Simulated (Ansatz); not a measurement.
Write a Python script for Ansatz 0.2.0, Python API that makes densities of the highest filled and lowest empty bands of LaAgSO, space group P4/nmm. Level of theory: PBEsol, PAW, cutoff 422 eV, 5×5×3 k-points, fixed occupations, D4 dispersion.

```
La Ag S O
1.0
     4.06700    0.00000    0.00000
     0.00000    4.06700    0.00000
     0.00000    0.00000    9.06300
La Ag S O
2 2 2 2
Direct
  0.50000 0.00000 0.13612
  0.00000 0.50000 0.86388
  0.00000 0.00000 0.50000
  0.50000 0.50000 0.50000
  0.50000 0.00000 0.69432
  0.00000 0.50000 0.30568
  0.00000 0.00000 0.00000
  0.50000 0.50000 0.00000
```

`laagso_partial.py`
```python
"""Densities of the top valence and bottom conduction bands of LaAgSO."""

import itertools

import ansatz
import numpy as np

lattice = ansatz.Lattice.of(
    [4.067, 0.0, 0.0],
    [0.0, 4.067, 0.0],
    [0.0, 0.0, 9.063],
)
sites = [
    ("La", [0.5, 0.0, 0.13612]),
    ("La", [0.0, 0.5, 0.86388]),
    ("Ag", [0.0, 0.0, 0.5]),
    ("Ag", [0.5, 0.5, 0.5]),
    ("S", [0.5, 0.0, 0.69432]),
    ("S", [0.0, 0.5, 0.30568]),
    ("O", [0.0, 0.0, 0.0]),
    ("O", [0.5, 0.5, 0.0]),
]
laagso = ansatz.Crystal(lattice=lattice)
for symbol, position in sites:
    laagso = laagso.atom(symbol, position)

calculation = (
    laagso.calculation()
    .functional("pbesol", dispersion="d4")
    .basis(31 * ansatz.Ry)
    .accuracy("medium")
    .kpoints(5, 5, 3, center="gamma")
    .scf(max_iterations=150)
    .occupations("fixed")
    .band_densities([("v1", "v1"), ("c1", "c1")])
)
history = []
outcome = calculation.session().plan().execute(on_event=lambda event: history.append(event["data"]["dr2_ev"]) if event["event"] == "scf_iter" else None)
r = outcome.report
print("density residual by iteration (eV):", " ".join(f"{value:.1e}" for value in history[:40]))
# share of each window within a sphere about each atom, summed on the grid
cell = np.asarray(outcome.lattice.cell_ang)
for names, window in zip([("v1", "v1"), ("c1", "c1")], outcome.band_densities().windows):
    density = window.outcome.density
    rho = density.channels[0].density_e_per_ang3
    axes = density.fft_grid_basis @ cell
    points = np.stack(np.meshgrid(*(np.arange(n) / n for n in rho.shape), indexing="ij"), axis=-1)
    print("bands", names, "electrons", np.round(window.outcome.n_electrons, 3), "peak", round(float(rho.max()), 3), "e/A^3")
    for index, site in enumerate(outcome.lattice.sites):
        offset = points - np.asarray(site.position_ang) @ np.linalg.inv(axes)
        offset -= np.round(offset)
        distance = np.min([np.linalg.norm((offset + image) @ axes, axis=-1) for image in itertools.product((-1, 0, 1), repeat=3)], axis=0)
        print(f"   {index} {site.symbol:2s} {100 * rho[distance < 0.8].sum() / rho.sum():5.1f} % within 0.8 A")
```

```console
$ python laagso_partial.py
density residual by iteration (eV): 1.7e-01 1.8e-02 3.5e-03 5.4e-04 4.9e-05 2.9e-06 1.2e-07 3.5e-09
bands ('v1', 'v1') electrons [2.] peak 0.305 e/A^3
   0 La   0.7 % within 0.8 A
   1 La   0.7 % within 0.8 A
   2 Ag  11.2 % within 0.8 A
   3 Ag  11.2 % within 0.8 A
   4 S    9.2 % within 0.8 A
   5 S    9.2 % within 0.8 A
   6 O    2.1 % within 0.8 A
   7 O    2.1 % within 0.8 A
bands ('c1', 'c1') electrons [2.] peak 0.242 e/A^3
   0 La   3.2 % within 0.8 A
   1 La   3.2 % within 0.8 A
   2 Ag   2.6 % within 0.8 A
   3 Ag   2.6 % within 0.8 A
   4 S    6.9 % within 0.8 A
   5 S    6.9 % within 0.8 A
   6 O    1.2 % within 0.8 A
   7 O    1.2 % within 0.8 A
```

Caveats:
- The settings weren't tested for convergence.
- Semilocal functionals put the empty 4f levels of La too low, which can move the conduction edge.
- The starting cell is as deposited in a crystallographic database; the results hold for this polymorph, which needn't be the stable one.
- The windows are summed over all k-points with every state counted as full, the empty ones too; where a window cuts a degenerate level its bands share the weight. Values near the nuclei depend on the potentials. Spheres that overlap count density twice, so shares are no populations.
- Finished in 9.2 s on 1 thread of Arm Neoverse V1, with other jobs on the host, peak memory 0.46 GiB.

(Lines on the test bed's own set-up are left out of the output.)
